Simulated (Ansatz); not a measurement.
**CHClFNSi (SMILES FC1=N[SiH]1Cl): CCSD(T)/6-31G(d) (spherical functions)**

What is the vertical ionisation energy of CHClFNSi at CCSD(T)/6-31G* (spherical functions)? 

The calculation is run with Ansatz 0.2.0.

153 further runs of the same task are left out: 153 set aside as unsound or not needed. Runs told in other sessions of the task aren't counted.

## (1) The molecule

The species is CHClFNSi (6 atoms), meant as a singlet with charge 0. As SMILES, `FC1=N[SiH]1Cl`. The shape is that of a PBE0-D4/def2-TZVP optimisation.

Bond lengths: F1–C2 1.310 Å, C2–N3 1.270 Å, C2–Si4 1.756 Å, N3–Si4 1.774 Å, Si4–Cl5 2.023 Å, Si4–H6 1.469 Å. Angles: F1–C2–N3 128.1°, F1–C2–Si4 162.2°, N3–C2–Si4 69.7°, C2–N3–Si4 68.1°, C2–Si4–N3 42.2°, C2–Si4–Cl5 123.2°, N3–Si4–Cl5 119.8°, C2–Si4–H6 125.2°, N3–Si4–H6 120.9°, Cl5–Si4–H6 109.4°.

## (2) A single-point energy at CCSD(T)/6-31G(d) (spherical functions)

molecule.yaml

```yaml
crystal:
  periodic: [false, false, false]
  atoms:
    - {symbol: F, position_ang: [0.158300, -2.281300, -0.638700]}
    - {symbol: C, position_ang: [0.216600, -1.043700, -0.212100]}
    - {symbol: "N", position_ang: [1.240300, -0.391700, 0.161000]}
    - {symbol: Si, position_ang: [-0.233900, 0.593200, 0.234800]}
    - {symbol: Cl, position_ang: [-0.525700, 2.070200, -1.116500]}
    - {symbol: H, position_ang: [-0.813600, 0.989400, 1.525400]}
basis:
  gaussian: {orbitals: 6-31G_st_-spherical.json}
correlation: {method: ccsd_t, frozen_orbitals: {C: 1, Cl: 5, F: 1, H: 0, "N": 1, Si: 5}}
accuracy: high
scf: {omitted_lower_state_checks: [cluster_reference, increment]}
```

The basis set 6-31G* is read from a file made from the Basis Set Exchange's data (not shown).

The run is started by

```console
$ ansatz run molecule.yaml --threads 1 --pin off --max-ram 3480MiB --events-out events.jsonl --progress --plain --runs-dir runs
```

The log of the run (excerpt; [...] marks lines left out):

```text
Warning: RAYON_NUM_THREADS=1 ignored (pool sized by the plan → 1); use --threads N
Functional definition: HF
  name "HF"
[...]
1730 factors; integrals over basis functions are off by at most 8.7e-9 eV
[...]
mean field -25598.25701674 eV, -940.7185942432 hartree, gradient 6.7e-8 eV, S^2 0.000000; 0 other end points of the search recorded, 0 dependent functions left out
13 core orbitals not correlated: weight in the atoms' cores, before any rotation towards them, 1.000 or more for the frozen orbitals, at most 0.000 for the correlated occupied ones
reference -25598.25701674 eV, -940.7185942432 hartree; 14, 14 occupied and 53, 53 virtual orbitals, 1730 factors
second order -17.77835429 eV of doubles, -0.00000000 eV of singles
cycle   1  -17.87171495 eV  change   -9.3e-2 eV  update   1.1e-1
[...]
cycle  23  -18.47735820 eV  change    1.6e-9 eV  update   2.9e-9
perturbative correction -0.63923239 eV, -0.0234913570 hartree
Total energy: -25617.37360732 eV, -941.4211159896 hartree
Checks for a lower state left out: cluster_reference, increment
```

It took 15 s on 1 thread of Arm Neoverse V1, shared host; peak memory 0.38 GiB.

## (3) The doublet cation at the same level

in.yaml

```yaml
crystal:
  periodic: [false, false, false]
  atoms:
    - symbol: F
      position_ang: [0.158300, -2.281300, -0.638700]
    - symbol: C
      position_ang: [0.216600, -1.043700, -0.212100]
    - symbol: "N"
      position_ang: [1.240300, -0.391700, 0.161000]
    - symbol: Si
      position_ang: [-0.233900, 0.593200, 0.234800]
    - symbol: Cl
      position_ang: [-0.525700, 2.070200, -1.116500]
    - symbol: H
      position_ang: [-0.813600, 0.989400, 1.525400]
basis:
  gaussian:
    orbitals: 6-31G_st_-spherical.json
total_charge: 1
magnetization:
  spin_polarized: true
  initial_magnetization: 1
correlation:
  method: ccsd_t
  frozen_orbitals: {C: 1, Cl: 5, F: 1, H: 0, "N": 1, Si: 5}
accuracy: high
scf:
  omitted_lower_state_checks: [cluster_reference, increment]
```

The basis set 6-31G* is read from a file made from the Basis Set Exchange's data (not shown).

The run is started by

```console
$ ansatz run in.yaml --threads 1 --pin off --max-ram 3480MiB --events-out events.jsonl --progress --plain --runs-dir runs
```

The log of the run (excerpt; [...] marks lines left out):

```text
Warning: RAYON_NUM_THREADS=1 ignored (pool sized by the plan → 1); use --threads N
Functional definition: HF
  name "HF"
[...]
1729 factors; integrals over basis functions are off by at most 8.7e-9 eV
[...]
mean field -25589.12467475 eV, -940.3829868655 hartree, gradient 3.6e-8 eV, S^2 0.797855; 2 other end points of the search recorded, 0 dependent functions left out
13 core orbitals not correlated: weight in the atoms' cores, before any rotation towards them, 1.000 or more for the frozen orbitals, at most 0.000 for the correlated occupied ones
reference -25589.12467475 eV, -940.3829868655 hartree; 14, 13 occupied and 53, 54 virtual orbitals, 1729 factors
second order -16.96044599 eV of doubles, -0.00000000 eV of singles
cycle   1  -17.17620015 eV  change   -2.2e-1 eV  update   1.3e-1
[...]
cycle  34  -17.96365547 eV  change   -1.3e-9 eV  update  9.0e-10
perturbative correction -0.65847271 eV, -0.0241984259 hartree
Total energy: -25607.74680294 eV, -941.0673374539 hartree
Checks for a lower state left out: cluster_reference, increment
```

Run time: 59 s. Hardware: 1 thread of Arm Neoverse V1, shared host; peak memory 0.67 GiB.

## (4) Outcome

Level: CCSD(T)/6-31G* (spherical functions), 13 core orbitals frozen.

```
                                                      quantity          value
                                singlet CHClFNSi: total energy  -941.42112 Eh
singlet CHClFNSi: correlation energy (13 core orbitals frozen)     -702.5 mEh
                              singlet CHClFNSi: (T) correction     -23.49 mEh
                               singlet CHClFNSi: T1 diagnostic          0.015
                                  doublet cation: total energy  -941.06734 Eh
  doublet cation: correlation energy (13 core orbitals frozen)     -684.4 mEh
                                doublet cation: (T) correction     -24.20 mEh
             doublet cation: ⟨S²⟩ of the reference determinant          0.798
                                 doublet cation: T1 diagnostic          0.031
            vertical ionisation energy (to the doublet cation)       9.627 eV
```

The vertical ionisation energy comes to 9.63 eV (929 kJ/mol). The triples (singlet CHClFNSi) make up 3.3 % of the correlation energy. The triples (doublet cation) make up 3.5 % of the correlation energy.
